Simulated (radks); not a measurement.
# N⁻ held by a Watson sphere

One table from this session's results is given with a row withheld; the runs are named, their logs left out.

The numbers are computed with radks (a radial shooting solver on a logarithmic mesh, Libxc functionals) version 1 (scalar-relativistic Kohn-Sham, LDA (Slater exchange, Perdew-Wang correlation), spin-polarised, spherical densities, point nucleus; open shells are filled with parallel spins first), except any that are marked as measured or tabulated.

### The system

| Property | Result |
| --- | --- |
| element | nitrogen (Z = 7) |
| charge | -1 |
| electrons | 8 |
| configuration | [He] 2s2 2p4 |

The outer shells:

N⁻
```
[He] core
2s [↑↓]
2p [↑↓][↑ ][↑ ]
```

The first run:

Input:

```text
Z 7
configuration [He] 2s2 2p4
relativity scalar-relativistic
functional lda,pw
spin polarised
nucleus point
c 137.035999084
watson charge 0.99 radius 1.9 bohr
response adiabatic LDA kernel
```

Steps of the session up to this table: R = 1.9 bohr; R = 2.26 bohr; R = 2.34 bohr; R = 2.64 bohr; R = 2.97 bohr; R = 3.25 bohr.

One table of the session follows, with a row left open; its other results are not shown here.

```
R (bohr)  highest level (eV)  its <r> (bohr)  sum of <r²> (bohr²)  α (bohr³)
     1.9              -5.705           1.684                17.83      12.98
    2.26                   ?               ?                    ?          ?
    2.34              -4.936           1.779                19.30      16.68
    2.64              -4.446           1.841                20.20      19.70
    2.97              -3.951           1.907                21.11      23.54
    3.25              -3.570           1.962                21.82      27.32
```

Q: Estimate the row for R (bohr) = 2.26 from the others.

Worked estimate for «highest level (eV)». A straight line through the neighbours (1.9, -5.705) and (2.34, -4.936) gives -5.705 + (-4.936 + 5.705) × (2.26 − 1.9) / (2.34 − 1.9) = -5.076; a parabola fitted to 3 rows on both sides gives -5.071.

As computed: highest level (eV): -5.072; its <r> (bohr): 1.762; sum of <r²> (bohr²): 19.05; α (bohr³): 15.95. In «highest level (eV)» the line misses by -0.004 and the parabola by +0.001.

From R = 1.9 to 3.25 bohr the top level moves from -5.705 to -3.570 eV and its mean radius from 1.68 to 1.96 bohr. A wider sphere makes a shallower well, so the ion swells.
